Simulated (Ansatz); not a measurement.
# GaH₃O + SiH₄: a complex and its separated parts

The complex below is one end of an elementary step. How strongly is it bound against its free parts?

Program: Ansatz 0.2.0, Gaussian basis. Level of theory: PBE0-D4/def2-TZVP structures, single points in def2-TZVPP, no counterpoise correction. These are calculated values, not measurements.

Levels: SPW92, PBE-D4, BLYP-D4, r2SCAN-D4, B97M-V, PBE0-D4, B3LYP-D4, r2SCAN0-D4, BHLYP-D4, CAM-B3LYP-D4, wB97X-V, wB97M-V, B2PLYP, PBE-QIDH, RPA on PBE, Hartree-Fock, MP2, CCSD, CCSD(T).

Correlated methods freeze the cores. Filled d shells of the heavier atoms are correlated. B3LYP uses VWN-RPA correlation. B2PLYP carries no dispersion term here.

94 further runs of the same task are left out: 94 set aside as unsound or not needed. Runs told in other sessions of the task aren't counted.

**1. Where the work starts**

The complex: 10 atoms, charge 0, spin multiplicity 1.

Atoms are counted from 1 here; the program's logs count them from 0.

Bond lengths: Ga1–H3 1.568 Å, Ga1–H4 1.558 Å, Ga1–O6 1.794 Å, Si2–H5 1.498 Å, Si2–H7 1.482 Å, Si2–H8 1.482 Å, Si2–H9 1.482 Å, O6–H10 0.959 Å. Angles: H3–Ga1–H4 127.6°, H3–Ga1–O6 117.9°, H4–Ga1–O6 114.1°, H5–Si2–H7 107.8°, H5–Si2–H8 107.8°, H5–Si2–H9 108.6°, H7–Si2–H8 111.0°, H7–Si2–H9 110.7°, H8–Si2–H9 110.8°, Ga1–O6–H10 113.8°.

Geometry (Å):

```mol
GaH7OSi
  3D, bonds by distance, orders not assigned

 10  8  0  0  0  0  0  0  0  0999 V2000
   -0.8644   -1.3005    0.3021 Ga  0  0
    1.3762    1.1138   -0.4659 Si  0  0
   -1.0639   -1.3360   -1.2525 H   0  0
    0.3148   -1.9034    1.1233 H   0  0
    0.0950    0.7770    0.2339 H   0  0
   -2.2119   -0.6724    1.3061 O   0  0
    1.0695    2.1160   -1.5138 H   0  0
    2.3109    1.6686    0.5410 H   0  0
    1.9258   -0.1232   -1.0694 H   0  0
   -2.9520   -0.3397    0.7952 H   0  0
  1  3  8  0
  1  4  8  0
  1  6  8  0
  2  5  8  0
  2  7  8  0
  2  8  8  0
  2  9  8  0
  6 10  8  0
M  END
```

Its parts: GaH₃O holds atoms 1, 3, 4, 6, 10; SiH₄ holds atoms 2, 5, 7, 8, 9. Each part counts its atoms afresh in its own runs.

**2. Relaxing GaH₃O alone**

relax-a/in.yaml reads:

```yaml
crystal:
  periodic: [false, false, false]
  atoms:
    - {symbol: Ga, position_ang: [-0.864428, -1.300528, 0.302113]}
    - {symbol: H, position_ang: [-1.063898, -1.336039, -1.252534]}
    - {symbol: H, position_ang: [0.314792, -1.903417, 1.123316]}
    - {symbol: O, position_ang: [-2.211851, -0.672355, 1.306131]}
    - {symbol: H, position_ang: [-2.951955, -0.339740, 0.795210]}
basis:
  gaussian: {orbitals: def2-TZVP}
hamiltonian: {xc: pbe0, dispersion: d4}
relax: {f_tol: 0.005, max_steps: 200}
```

Run with:

```
$ ansatz run in.yaml --threads 4 --pin off --events-out ev --progress --plain --max-ram 9574MiB
```

What it wrote, cut to the lines that bear on the results:

```text
Functional definition: PBE0
  name "PBE0"
  cite "Adamo & Barone, J. Chem. Phys. 110, 6158 (1999) doi:10.1063/1.478522"
  cite "Perdew, Burke & Ernzerhof, Phys. Rev. Lett. 77, 3865 (1996) doi:10.1103/PhysRevLett.77.3865"
  parent pbe
[...]
696 factors; their error is unknown
[...]
mean field -54465.98604939 eV, -2001.5880689439 hartree, gradient 3.8e-5 eV, S^2 0.000000; 0 other end points of the search recorded, 0 dependent functions left out
[...]
reference -54465.98607594 eV, -2001.5880699193 hartree; 21, 21 occupied and 76, 76 virtual orbitals, 696 factors
[...]
reference -54465.99590601 eV, -2001.5884311679 hartree; 21, 21 occupied and 76, 76 virtual orbitals, 696 factors
Total energy: -54466.04176090 eV, -2001.5901163041 hartree
Atom 0 at    -0.881618    -1.343340     0.302138 Å, force     0.002427    -0.001340    -0.001625 eV/Å
Atom 1 at    -1.066538    -1.317882    -1.251762 Å, force    -0.000055     0.000059    -0.000094 eV/Å
Atom 2 at     0.319107    -1.884383     1.130079 Å, force     0.000773    -0.000293     0.000679 eV/Å
Atom 3 at    -2.203192    -0.670444     1.300733 Å, force    -0.001746     0.000821    -0.000526 eV/Å
Atom 4 at    -2.945099    -0.336030     0.793048 Å, force    -0.001398     0.000754     0.001567 eV/Å
Dipole moment:    -0.029026     0.001366    -0.309054 e Å
```

Wall time 6 s (4 threads of Intel Xeon at 2.50GHz, shared host).

The steps of the relaxation: (the energy doesn't fall at every step)

```csv
step,energy from step 1 (eV),largest force component (eV/Å)
1,0.0000,0.2499
2,0.0054,0.3478
3,-0.0098,0.0320
4,-0.0099,0.0024
```

Close pairs (by a distance rule), those that changed most:

```
  bond  before (Å)  after (Å)  change (Å)
Ga1–O4       1.794      1.788      -0.006
Ga1–H2       1.568      1.565      -0.003
Ga1–H3       1.558      1.556      -0.003
 O4–H5       0.959      0.959      +0.000
```

**3. Relaxing SiH₄ alone**

relax-b/in.yaml reads:

```yaml
crystal:
  periodic: [false, false, false]
  atoms:
    - {symbol: Si, position_ang: [1.376226, 1.113757, -0.465925]}
    - {symbol: H, position_ang: [0.094976, 0.777046, 0.233926]}
    - {symbol: H, position_ang: [1.069496, 2.116016, -1.513827]}
    - {symbol: H, position_ang: [2.310871, 1.668596, 0.541003]}
    - {symbol: H, position_ang: [1.925770, -0.123236, -1.069413]}
basis:
  gaussian: {orbitals: def2-TZVP}
hamiltonian: {xc: pbe0, dispersion: d4}
relax: {f_tol: 0.005, max_steps: 200}
```

Run with:

```
$ ansatz run in.yaml --threads 4 --pin off --events-out ev --progress --plain --max-ram 9574MiB
```

What it wrote, cut to the lines that bear on the results:

```text
[... 5 set-up lines as earlier in the session ...]
[...]
444 factors; their error is unknown
[...]
mean field -7939.07843099 eV, -291.7557510382 hartree, gradient 1.7e-5 eV, S^2 0.000000; 0 other end points of the search recorded, 0 dependent functions left out
[...]
Atom 1 at     0.087073     0.768371     0.236970 Å, force     0.000027     0.000106     0.000006 eV/Å
Atom 2 at     1.086182     2.115830    -1.513653 Å, force    -0.000116     0.000215    -0.000248 eV/Å
Atom 3 at     2.318782     1.670791     0.526186 Å, force     0.000214     0.000113     0.000286 eV/Å
Atom 4 at     1.929833    -0.113255    -1.068892 Å, force     0.000211    -0.000314    -0.000196 eV/Å
Dipole moment:     0.000003     0.000007    -0.000000 e Å
```

It took 2.5 s on 4 threads of Intel Xeon at 2.50GHz, shared host.

Relaxation path:

```
step  energy from step 1 (eV)  largest force component (eV/Å)
   1                   0.0000                          0.4503
   2                  -0.0065                          0.0730
   3                  -0.0069                          0.0235
   4                  -0.0070                          0.0003
```

Distances of close pairs at the start and the end, largest changes first:

```
  bond  before (Å)  after (Å)  change (Å)
Si1–H2       1.498      1.485      -0.014
Si1–H4       1.482      1.485      +0.003
Si1–H5       1.482      1.485      +0.003
Si1–H3       1.482      1.485      +0.003
```

**4. SPW92/def2-TZVPP**

parta/in.yaml reads:

```yaml
crystal:
  periodic: [false, false, false]
  atoms:
    - {symbol: Ga, position_ang: [-0.881618, -1.343340, 0.302138]}
    - {symbol: H, position_ang: [-1.066538, -1.317882, -1.251762]}
    - {symbol: H, position_ang: [0.319107, -1.884383, 1.130079]}
    - {symbol: O, position_ang: [-2.203192, -0.670444, 1.300733]}
    - {symbol: H, position_ang: [-2.945099, -0.336030, 0.793048]}
basis:
  gaussian: {orbitals: def2-TZVPP}
hamiltonian: {xc: lda}
```

partb/in.yaml reads:

```yaml
crystal:
  periodic: [false, false, false]
  atoms:
    - {symbol: Si, position_ang: [1.355470, 1.110443, -0.454847]}
    - {symbol: H, position_ang: [0.087073, 0.768371, 0.236970]}
    - {symbol: H, position_ang: [1.086182, 2.115830, -1.513653]}
    - {symbol: H, position_ang: [2.318782, 1.670791, 0.526186]}
    - {symbol: H, position_ang: [1.929833, -0.113255, -1.068892]}
basis:
  gaussian: {orbitals: def2-TZVPP}
hamiltonian: {xc: lda}
```

Each run has its own folder and the same command.

Run with:

```
$ ansatz run in.yaml --threads 4 --pin off --events-out ev --progress --plain --max-ram 9574MiB
```

parta printed, cut to the lines that bear on the results:

```text
Functional definition: SPW92
  name "SPW92"
  cite "Dirac, Proc. Camb. Phil. Soc. 26, 376 (1930) doi:10.1017/S0305004100016108"
  cite "Slater, Phys. Rev. 81, 385 (1951) doi:10.1103/PhysRev.81.385"
  cite "Perdew & Wang, Phys. Rev. B 45, 13244 (1992) doi:10.1103/PhysRevB.45.13244"
[...]
696 factors; their error is unknown
[...]
mean field -54377.44602892 eV, -1998.3342832061 hartree, gradient 8.6e-5 eV, S^2 0.000000; 0 other end points of the search recorded, 0 dependent functions left out
reference -54377.44606268 eV, -1998.3342844467 hartree; 21, 21 occupied and 100, 100 virtual orbitals, 696 factors
Total energy: -54377.44606268 eV, -1998.3342844467 hartree
```

partb printed, cut to the lines that bear on the results:

```text
[... 5 set-up lines as earlier in the session ...]
[...]
524 factors; their error is unknown
[...]
mean field -7909.52603322 eV, -290.6697204516 hartree, gradient 1.4e-5 eV, S^2 0.000000; 0 other end points of the search recorded, 0 dependent functions left out
reference -7909.52606531 eV, -290.6697216308 hartree; 9, 9 occupied and 89, 89 virtual orbitals, 524 factors
Total energy: -7909.52606531 eV, -290.6697216308 hartree
```

Wall times: 0.61 s (parta), 0.5 s (partb) on 4 threads of Intel Xeon at 2.50GHz, shared host.

**5. PBE-D4/def2-TZVPP**

Each input of step 4 (parta, partb) changes in the same lines:

```diff
-hamiltonian: {xc: lda}
+hamiltonian: {xc: pbe, dispersion: d4}
```

One command serves all of them, each in its own folder.

Run with:

```
$ ansatz run in.yaml --threads 4 --pin off --events-out ev --progress --plain --max-ram 9574MiB
```

Log of parta, cut to the lines that bear on the results:

```text
Functional definition: PBE
  name "PBE"
[... 2 set-up lines as earlier in the session ...]
[...]
696 factors; their error is unknown
[...]
mean field -54464.97258929 eV, -2001.5508249719 hartree, gradient 8.6e-5 eV, S^2 0.000000; 0 other end points of the search recorded, 0 dependent functions left out
reference -54464.97262514 eV, -2001.5508262894 hartree; 21, 21 occupied and 100, 100 virtual orbitals, 696 factors
Total energy: -54465.02791948 eV, -2001.5528583191 hartree
```

partb printed, cut to the lines that bear on the results:

```text
[... 4 set-up lines as earlier in the session ...]
[...]
524 factors; their error is unknown
[...]
mean field -7938.15289843 eV, -291.7217383440 hartree, gradient 2.0e-5 eV, S^2 0.000000; 0 other end points of the search recorded, 0 dependent functions left out
reference -7938.15293273 eV, -291.7217396045 hartree; 9, 9 occupied and 89, 89 virtual orbitals, 524 factors
Total energy: -7938.19527363 eV, -291.7232956041 hartree
```

Wall times: 0.86 s (parta), 0.61 s (partb) on 4 threads of Intel Xeon at 2.50GHz, shared host.

**6. BLYP-D4/def2-TZVPP**

Each input of step 5 (parta, partb) changes in the same lines:

```diff
-hamiltonian: {xc: pbe, dispersion: d4}
+hamiltonian: {xc: {name: BLYP}, dispersion: d4}
```

The same command starts each run, in its folder.

Run with:

```
$ ansatz run in.yaml --threads 4 --pin off --events-out ev --progress --plain --max-ram 9574MiB
```

parta printed, cut to the lines that bear on the results:

```text
Functional definition: BLYP
  name "BLYP"
  cite "Becke, Phys. Rev. A 38, 3098 (1988) doi:10.1103/PhysRevA.38.3098"
  cite "Lee, Yang & Parr, Phys. Rev. B 37, 785 (1988) doi:10.1103/PhysRevB.37.785"
[...]
696 factors; their error is unknown
[...]
mean field -54476.76105928 eV, -2001.9840432535 hartree, gradient 2.5e-5 eV, S^2 0.000000; 0 other end points of the search recorded, 0 dependent functions left out
reference -54476.76135133 eV, -2001.9840539865 hartree; 21, 21 occupied and 100, 100 virtual orbitals, 696 factors
Total energy: -54476.88521472 eV, -2001.9886058820 hartree
```

Log of partb, cut to the lines that bear on the results:

```text
[... 4 set-up lines as earlier in the session ...]
[...]
524 factors; their error is unknown
[...]
mean field -7942.32373094 eV, -291.8750136118 hartree, gradient 1.6e-5 eV, S^2 0.000000; 0 other end points of the search recorded, 0 dependent functions left out
reference -7942.32401243 eV, -291.8750239564 hartree; 9, 9 occupied and 89, 89 virtual orbitals, 524 factors
Total energy: -7942.42242725 eV, -291.8786406343 hartree
```

Wall times: 0.96 s (parta), 0.6 s (partb) on 4 threads of Intel Xeon at 2.50GHz, shared host.

**7. r2SCAN-D4/def2-TZVPP**

The same edit goes into each in.yaml of step 6 (parta, partb):

```diff
-hamiltonian: {xc: {name: BLYP}, dispersion: d4}
+hamiltonian: {xc: r2scan, dispersion: d4}
```

One command serves all of them, each in its own folder.

Run with:

```
$ ansatz run in.yaml --threads 4 --pin off --events-out ev --progress --plain --max-ram 9574MiB
```

Output in parta, cut to the lines that bear on the results:

```text
Functional definition: r2SCAN
  name "r2SCAN"
  cite "Furness, Kaplan, Ning, Perdew & Sun, J. Phys. Chem. Lett. 11, 8208 (2020) doi:10.1021/acs.jpclett.0c02405"
  cite "Furness, Kaplan, Ning, Perdew & Sun, J. Phys. Chem. Lett. 11, 9248 (2020) doi:10.1021/acs.jpclett.0c03077"
  parent r2scan
[...]
696 factors; their error is unknown
[...]
mean field -54473.91939098 eV, -2001.8796138698 hartree, gradient 2.6e-5 eV, S^2 0.000000; 0 other end points of the search recorded, 0 dependent functions left out
reference -54473.91940174 eV, -2001.8796142652 hartree; 21, 21 occupied and 100, 100 virtual orbitals, 696 factors
Total energy: -54473.93152901 eV, -2001.8800599340 hartree
```

partb printed, cut to the lines that bear on the results:

```text
[... 5 set-up lines as earlier in the session ...]
[...]
524 factors; their error is unknown
[...]
mean field -7941.75742027 eV, -291.8542020782 hartree, gradient 1.4e-5 eV, S^2 0.000000; 0 other end points of the search recorded, 0 dependent functions left out
reference -7941.75743086 eV, -291.8542024677 hartree; 9, 9 occupied and 89, 89 virtual orbitals, 524 factors
Total energy: -7941.76700022 eV, -291.8545541351 hartree
```

Times: 1.8 s (parta), 1.1 s (partb) on 4 threads of Intel Xeon at 2.50GHz, shared host.

**8. B97M-V/def2-TZVPP**

The same edit goes into each in.yaml of step 7 (parta, partb):

```diff
-hamiltonian: {xc: r2scan, dispersion: d4}
+hamiltonian: {xc: {name: B97M-V}}
```

Each run has its own folder and the same command.

Run with:

```
$ ansatz run in.yaml --threads 4 --pin off --events-out ev --progress --plain --max-ram 9574MiB
```

Output in parta, cut to the lines that bear on the results:

```text
Functional definition: B97M-V
  name "B97M-V"
  cite "Mardirossian & Head-Gordon, J. Chem. Phys. 142, 074111 (2015) doi:10.1063/1.4907719"
  cite "Becke, J. Chem. Phys. 107, 8554 (1997) doi:10.1063/1.475007"
  cite "Vydrov & Van Voorhis, J. Chem. Phys. 133, 244103 (2010) doi:10.1063/1.3521275"
  # Of w^i u^j: cxij and so on, Table III.
[...]
  gx(w, u) = cx00 + cx01*u + cx02*u^2 + (cx10 + cx11*u)*w
[...]
  gos(w, u) = cos00 + cos01*u + cos03*u^3 + cos10*w + cos32*w^3*u^2
[...]
      + integral(e_c_pw_mod_opposite_spin*gos(b97_w_opposite, b97_u_opposite)) + vv10(b, c)
696 factors; their error is unknown
[...]
mean field -54464.63779614 eV, -2001.5385215505 hartree, gradient 7.6e-5 eV, S^2 0.000000; 0 other end points of the search recorded, 0 dependent functions left out
reference -54464.63784776 eV, -2001.5385234477 hartree; 21, 21 occupied and 100, 100 virtual orbitals, 696 factors
Total energy: -54464.63784776 eV, -2001.5385234477 hartree
```

Output in partb, cut to the lines that bear on the results:

```text
[... 5 set-up lines as earlier in the session ...]
  # Of w^i u^j: cxij and so on, Table III.
[...]
  gx(w, u) = cx00 + cx01*u + cx02*u^2 + (cx10 + cx11*u)*w
[...]
  gos(w, u) = cos00 + cos01*u + cos03*u^3 + cos10*w + cos32*w^3*u^2
[...]
      + integral(e_c_pw_mod_opposite_spin*gos(b97_w_opposite, b97_u_opposite)) + vv10(b, c)
524 factors; their error is unknown
[...]
mean field -7940.58580773 eV, -291.8111461115 hartree, gradient 3.7e-5 eV, S^2 0.000000; 0 other end points of the search recorded, 0 dependent functions left out
reference -7940.58586016 eV, -291.8111480383 hartree; 9, 9 occupied and 89, 89 virtual orbitals, 524 factors
Total energy: -7940.58586016 eV, -291.8111480383 hartree
```

Times: 2.7 s (parta), 1.6 s (partb) on 4 threads of Intel Xeon at 2.50GHz, shared host.

**9. PBE0-D4/def2-TZVPP**

Each input of step 8 (parta, partb) changes in the same lines:

```diff
-hamiltonian: {xc: {name: B97M-V}}
+hamiltonian: {xc: pbe0, dispersion: d4}
+output: {orbitals: {seedname: orbitals}}
```

The same command starts each run, in its folder.

Run with:

```
$ ansatz run in.yaml --threads 4 --pin off --events-out ev --progress --plain --max-ram 9574MiB
```

Log of parta, cut to the lines that bear on the results:

```text
[... 5 set-up lines as earlier in the session ...]
[...]
741 factors; their error is unknown
[...]
mean field -54466.05280381 eV, -2001.5905221236 hartree, gradient 2.0e-5 eV, S^2 0.000000; 0 other end points of the search recorded, 0 dependent functions left out
reference -54466.05283053 eV, -2001.5905231053 hartree; 21, 21 occupied and 100, 100 virtual orbitals, 741 factors
Total energy: -54466.09868542 eV, -2001.5922082415 hartree
```

Log of partb, cut to the lines that bear on the results:

```text
[... 5 set-up lines as earlier in the session ...]
[...]
527 factors; their error is unknown
[...]
mean field -7939.10185175 eV, -291.7566117351 hartree, gradient 5.6e-5 eV, S^2 0.000000; 0 other end points of the search recorded, 0 dependent functions left out
reference -7939.10187764 eV, -291.7566126867 hartree; 9, 9 occupied and 89, 89 virtual orbitals, 527 factors
Total energy: -7939.13645904 eV, -291.7578835298 hartree
```

Times: 1.5 s (parta), 0.61 s (partb) on 4 threads of Intel Xeon at 2.50GHz, shared host.

**10. B3LYP-D4/def2-TZVPP**

Each input of step 9 (parta, partb) changes in the same lines:

```diff
-hamiltonian: {xc: pbe0, dispersion: d4}
-output: {orbitals: {seedname: orbitals}}
+hamiltonian: {xc: {name: B3LYP}, dispersion: d4}
```

Each run has its own folder and the same command.

Run with:

```
$ ansatz run in.yaml --threads 4 --pin off --events-out ev --progress --plain --max-ram 9574MiB
```

parta printed, cut to the lines that bear on the results:

```text
Functional definition: B3LYP
  name "B3LYP"
  cite "Stephens, Devlin, Chabalowski & Frisch, J. Phys. Chem. 98, 11623 (1994) doi:10.1021/j100096a001"
[... 2 set-up lines as earlier in the session ...]
  cite "Vosko, Wilk & Nusair, Can. J. Phys. 58, 1200 (1980) doi:10.1139/p80-159"
[...]
731 factors; their error is unknown
[...]
mean field -54476.77591095 eV, -2001.9845890424 hartree, gradient 3.4e-5 eV, S^2 0.000000; 0 other end points of the search recorded, 0 dependent functions left out
reference -54476.77612934 eV, -2001.9845970683 hartree; 21, 21 occupied and 100, 100 virtual orbitals, 731 factors
Total energy: -54476.86663920 eV, -2001.9879232441 hartree
```

Log of partb, cut to the lines that bear on the results:

```text
[... 6 set-up lines as earlier in the session ...]
[...]
527 factors; their error is unknown
[...]
mean field -7943.47009475 eV, -291.9171417046 hartree, gradient 4.1e-5 eV, S^2 0.000000; 0 other end points of the search recorded, 0 dependent functions left out
reference -7943.47030541 eV, -291.9171494462 hartree; 9, 9 occupied and 89, 89 virtual orbitals, 527 factors
Total energy: -7943.53897101 eV, -291.9196728606 hartree
```

They took 1.4 s (parta), 0.61 s (partb) on 4 threads of Intel Xeon at 2.50GHz, shared host.

**11. r2SCAN0-D4/def2-TZVPP**

Each input of step 10 (parta, partb) changes in the same lines:

```diff
-hamiltonian: {xc: {name: B3LYP}, dispersion: d4}
+hamiltonian: {xc: {name: r2SCAN0}, dispersion: d4}
```

The same command starts each run, in its folder.

Run with:

```
$ ansatz run in.yaml --threads 4 --pin off --events-out ev --progress --plain --max-ram 9574MiB
```

parta printed, cut to the lines that bear on the results:

```text
Functional definition: r2SCAN0
  name "r2SCAN0"
  cite "Bursch, Neugebauer, Ehlert & Grimme, J. Chem. Phys. 156, 134105 (2022) doi:10.1063/5.0086040"
[... 3 set-up lines as earlier in the session ...]
[...]
741 factors; their error is unknown
[...]
mean field -54472.84893845 eV, -2001.8402754649 hartree, gradient 1.7e-5 eV, S^2 0.000000; 0 other end points of the search recorded, 0 dependent functions left out
reference -54472.84894704 eV, -2001.8402757805 hartree; 21, 21 occupied and 100, 100 virtual orbitals, 741 factors
Total energy: -54472.86343021 eV, -2001.8408080271 hartree
```

partb printed, cut to the lines that bear on the results:

```text
[... 6 set-up lines as earlier in the session ...]
[...]
527 factors; their error is unknown
[...]
mean field -7941.68707529 eV, -291.8516169483 hartree, gradient 3.9e-6 eV, S^2 0.000000; 0 other end points of the search recorded, 0 dependent functions left out
reference -7941.68708375 eV, -291.8516172590 hartree; 9, 9 occupied and 89, 89 virtual orbitals, 527 factors
Total energy: -7941.69814739 eV, -291.8520238401 hartree
```

Wall times: 2.1 s (parta), 1.2 s (partb) on 4 threads of Intel Xeon at 2.50GHz, shared host.

**12. BHLYP-D4/def2-TZVPP**

The same edit goes into each in.yaml of step 11 (parta, partb):

```diff
-hamiltonian: {xc: {name: r2SCAN0}, dispersion: d4}
+hamiltonian: {xc: {name: BHLYP}, dispersion: d4}
```

Each run has its own folder and the same command.

Run with:

```
$ ansatz run in.yaml --threads 4 --pin off --events-out ev --progress --plain --max-ram 9574MiB
```

Output in parta, cut to the lines that bear on the results:

```text
Functional definition: BHLYP
  name "BHLYP"
  cite "Becke, J. Chem. Phys. 98, 1372 (1993) doi:10.1063/1.464304"
[... 2 set-up lines as earlier in the session ...]
[...]
807 factors; their error is unknown
[...]
mean field -54473.47904799 eV, -2001.8634315635 hartree, gradient 3.9e-5 eV, S^2 0.000000; 0 other end points of the search recorded, 0 dependent functions left out
reference -54473.47919559 eV, -2001.8634369875 hartree; 21, 21 occupied and 100, 100 virtual orbitals, 807 factors
Total energy: -54473.55046634 eV, -2001.8660561392 hartree
```

partb printed, cut to the lines that bear on the results:

```text
[... 5 set-up lines as earlier in the session ...]
[...]
546 factors; their error is unknown
[...]
mean field -7942.64001236 eV, -291.8866367396 hartree, gradient 4.8e-6 eV, S^2 0.000000; 0 other end points of the search recorded, 0 dependent functions left out
reference -7942.64015497 eV, -291.8866419803 hartree; 9, 9 occupied and 89, 89 virtual orbitals, 546 factors
Total energy: -7942.68773821 eV, -291.8883906320 hartree
```

They took 1.2 s (parta), 0.66 s (partb) on 4 threads of Intel Xeon at 2.50GHz, shared host.

[end of part 1 of 2]
